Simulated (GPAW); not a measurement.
The system is Mg3TiO4.

```
CELL_PARAMETERS angstrom
4.31366 0.00000 0.00000
0.00000 4.31366 0.00000
0.00000 0.00000 4.31366
ATOMIC_POSITIONS crystal
Ti 0.00000 0.00000 0.00000
Mg 0.50000 0.50000 0.00000
Mg 0.50000 0.00000 0.50000
Mg 0.00000 0.50000 0.50000
O 0.00000 0.50000 0.00000
O 0.00000 0.00000 0.50000
O 0.50000 0.50000 0.50000
O 0.50000 0.00000 0.00000
```

The cell comes from a database or a generator and needn't be the stable form of this composition.

Base run:

| Item | Value |
| --- | --- |
| Program | GPAW 26.7.0 |
| Functional | PBEsol |
| Potentials or basis | PAW data sets generated in the run's folder for this functional |
| Cutoff | 800 eV |
| Basis | pw |
| k mesh | 6 × 6 × 6 |
| Occupations | fermi-dirac, width 0.05 eV |
| Spin | no spin polarisation |
| Hubbard terms | Ti d U = 8 eV |

Its results: pressure -3.1 GPa.

Q: The run is repeated on the same cell with these changes: hubbard terms from Ti d U = 8 eV to Ti d U = 2 eV. What comes out?

A: Pressure -6.3 GPa.

Caveats: U without spin polarisation on a metal has little footing.

Not every run made on this cell is shown here.
